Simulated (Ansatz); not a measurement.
# H6InNO3: how energies converge with the basis set

The task here is to estimate one member of a computed series from the others.

The runs use Ansatz 0.2.0, Gaussian basis; one geometry, several basis sets.

Levels to be run: PBE0-D4/def2-SVP; ωB97M-V/def2-SVP; PBE0-D4/def2-QZVPP; ωB97M-V/def2-QZVPP; the functionals' def2-TZVPP values are taken from earlier runs.

**Structure used throughout**

The geometry comes from an earlier relaxation with PBE0-D4 in a triple-zeta def2 set; it is a stationary point, not always the lowest conformer. In takes the def2 core potential; no spin-orbit term is included.

SMILES `[NH3+][In-]([OH])([OH])[OH]`, 11 atoms, charge 0, spin multiplicity 1.

Atoms are counted from 1 here; the program's logs count them from 0.

Bond lengths: N1–In2 2.302 Å, N1–H6 1.014 Å, N1–H7 1.014 Å, N1–H8 1.014 Å, In2–O3 2.001 Å, In2–O4 2.001 Å, In2–O5 2.001 Å, O3–H9 0.959 Å, O4–H10 0.959 Å, O5–H11 0.959 Å. Angles: In2–N1–H6 109.9°, In2–N1–H7 110.0°, In2–N1–H8 110.0°, H6–N1–H7 109.0°, H6–N1–H8 109.0°, H7–N1–H8 109.0°, N1–In2–O3 96.2°, N1–In2–O4 96.1°, N1–In2–O5 96.3°, O3–In2–O4 118.8°, O3–In2–O5 118.8°, O4–In2–O5 118.9°, In2–O3–H9 112.3°, In2–O4–H10 112.3°, In2–O5–H11 112.3°.

The first run:

in.yaml

```yaml
crystal:
  periodic: [false, false, false]
  atoms:
    - {symbol: N, position_ang: [-1.411092, 0.564873, 0.533378]}
    - {symbol: In, position_ang: [0.605700, -0.247452, -0.223625]}
    - {symbol: O, position_ang: [1.189698, -1.039073, 1.519295]}
    - {symbol: O, position_ang: [1.353922, 1.524076, -0.778196]}
    - {symbol: O, position_ang: [-0.157039, -1.455490, -1.625067]}
    - {symbol: H, position_ang: [-1.435750, 1.573480, 0.433369]}
    - {symbol: H, position_ang: [-1.535209, 0.327089, 1.511083]}
    - {symbol: H, position_ang: [-2.170728, 0.161434, -0.003315]}
    - {symbol: H, position_ang: [2.003661, -0.647378, 1.842424]}
    - {symbol: H, position_ang: [1.555409, 1.557283, -1.715564]}
    - {symbol: H, position_ang: [0.066827, -2.375941, -1.473282]}
basis:
  gaussian: {orbitals: def2-SVP}
hamiltonian: {xc: pbe0, dispersion: d4}
output: {orbitals: {seedname: orbitals}}
```

Steps of the session up to this table: PBE0-D4 in def2-SVP; ωB97M-V in def2-SVP; PBE0-D4 in def2-QZVPP; ωB97M-V in def2-QZVPP.

One of the session's tables, all rows but one given; the rest of the session is left out.

It belongs to the step «Functionals by basis». 

| functional | basis | HOMO (eV) |
| --- | --- | --- |
| PBE0-D4 | def2-SVP | -7.33 |
| PBE0-D4 | def2-TZVPP | -7.74 |
| PBE0-D4 | def2-QZVPP | -7.82 |
| ωB97M-V | def2-SVP | ? |
| ωB97M-V | def2-TZVPP | -10.22 |
| ωB97M-V | def2-QZVPP | -10.31 |

Estimate the missing values for ωB97M-V, def2-SVP.

The run gave: HOMO (eV): -9.78. In the column «HOMO (eV)» it lies between ωB97M-V, def2-TZVPP (-10.22) and PBE0-D4, def2-QZVPP (-7.82).
